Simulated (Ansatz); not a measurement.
# C₃H₇NSn: a ladder of functionals and wavefunction methods

The task here is to estimate one member of a computed series from the others.

Program: Ansatz 0.2.0, Gaussian basis. Level of theory: functionals in def2-TZVPP, the program's frozen cores in correlated methods. These are calculated values, not measurements.

The runs, in order: LDA (SPW92), PBE-D4, revPBE-D4, BLYP-D4, r2SCAN-D4, B97M-V, PBE0-D4, B3LYP-D4, r2SCANh-D4, r2SCAN0-D4, HSE06-D4, BHLYP-D4, CAM-B3LYP-D4, LC-ωPBE, ωB97X-V, ωB97M-V, B2PLYP, PBE-QIDH; CCSD(T)/def2-SVP; CCSD(T)/def2-TZVPP; MP2/def2-QZVPP; extrapolation to the limit; RPA on PBE.

**The relaxed structure**

All runs share one geometry, relaxed beforehand with PBE0-D4 in a triple-zeta def2 set. Sn takes the def2 core potential; no spin-orbit term is included.

SMILES `CC1=N[CH]1[SnH3]`, 12 atoms, charge 0, spin multiplicity 1.

Atoms are counted from 1 here; the program's logs count them from 0.

Bond lengths: C1–C2 1.465 Å, C1–H6 1.091 Å, C1–H7 1.093 Å, C1–H8 1.093 Å, C2–N3 1.246 Å, C2–C4 1.449 Å, N3–C4 1.549 Å, C4–Sn5 2.140 Å, C4–H9 1.090 Å, Sn5–H10 1.707 Å, Sn5–H11 1.710 Å, Sn5–H12 1.711 Å. Angles: C2–C1–H6 110.8°, C2–C1–H7 109.9°, C2–C1–H8 109.6°, H6–C1–H7 109.7°, H6–C1–H8 109.6°, H7–C1–H8 107.1°, C1–C2–N3 141.4°, C1–C2–C4 148.9°, N3–C2–C4 69.7°, C2–N3–C4 61.3°, C2–C4–N3 49.0°, C2–C4–Sn5 123.3°, C2–C4–H9 117.6°, N3–C4–Sn5 118.5°, N3–C4–H9 114.3°, Sn5–C4–H9 116.3°, C4–Sn5–H10 110.7°, C4–Sn5–H11 108.0° and more.

Set-up of the first run:

in.yaml reads:

```yaml
crystal:
  periodic: [false, false, false]
  atoms:
    - {symbol: C, position_ang: [-1.202699, -1.330969, 1.201452]}
    - {symbol: C, position_ang: [-0.749492, -0.014448, 0.744804]}
    - {symbol: N, position_ang: [-1.184636, 1.108477, 0.423895]}
    - {symbol: C, position_ang: [0.342362, 0.855833, 0.358997]}
    - {symbol: Sn, position_ang: [1.283009, 0.777299, -1.561532]}
    - {symbol: H, position_ang: [-2.288830, -1.355160, 1.297859]}
    - {symbol: H, position_ang: [-0.742022, -1.569947, 2.163377]}
    - {symbol: H, position_ang: [-0.880313, -2.097206, 0.491105]}
    - {symbol: H, position_ang: [0.911179, 1.336052, 1.155859]}
    - {symbol: H, position_ang: [1.340880, 2.330123, -2.268218]}
    - {symbol: H, position_ang: [0.368987, -0.270831, -2.555808]}
    - {symbol: H, position_ang: [2.878476, 0.175780, -1.417893]}
basis:
  gaussian: {orbitals: def2-TZVPP}
hamiltonian: {xc: lda}
output: {orbitals: {seedname: orbitals}}
```

Among the steps run: LDA; PBE-D4 (GGA); revPBE-D4 (GGA); BLYP-D4 (GGA); r2SCAN-D4 (meta-GGA); B97M-V (meta-GGA); PBE0-D4 (hybrid); B3LYP-D4 (hybrid); r2SCANh-D4 (hybrid); r2SCAN0-D4 (hybrid); HSE06-D4 (hybrid); BHLYP-D4 (hybrid); CAM-B3LYP-D4 (range-separated); LC-ωPBE (range-separated); ωB97X-V (range-separated); ωB97M-V (range-separated); B2PLYP (double hybrid); PBE-QIDH (double hybrid).

One of the session's tables, all rows but one given; the rest of the session is left out.

It belongs to the step «Orbital energies across the functionals». 

```
  functional  HOMO (eV)  gap (eV)
 LDA (SPW92)      -6.33      4.68
      PBE-D4      -6.18      4.76
   revPBE-D4      -6.12      4.80
     BLYP-D4      -6.06      4.77
   r2SCAN-D4      -6.35      5.18
      B97M-V          ?         ?
     PBE0-D4      -7.31      7.02
    B3LYP-D4      -7.12      6.57
  r2SCANh-D4      -6.78      6.02
  r2SCAN0-D4      -7.42      7.27
    HSE06-D4      -6.91      6.24
    BHLYP-D4      -8.33      9.19
CAM-B3LYP-D4      -8.62      9.52
     LC-ωPBE      -9.95     12.03
     ωB97X-V      -9.58     11.54
     ωB97M-V      -9.47     11.08
```

Q: Estimate the row for B97M-V from the others.

The run gave: HOMO (eV): -6.40; gap (eV): 5.32. In the column «HOMO (eV)» it lies between r2SCANh-D4 (-6.78) and r2SCAN-D4 (-6.35).
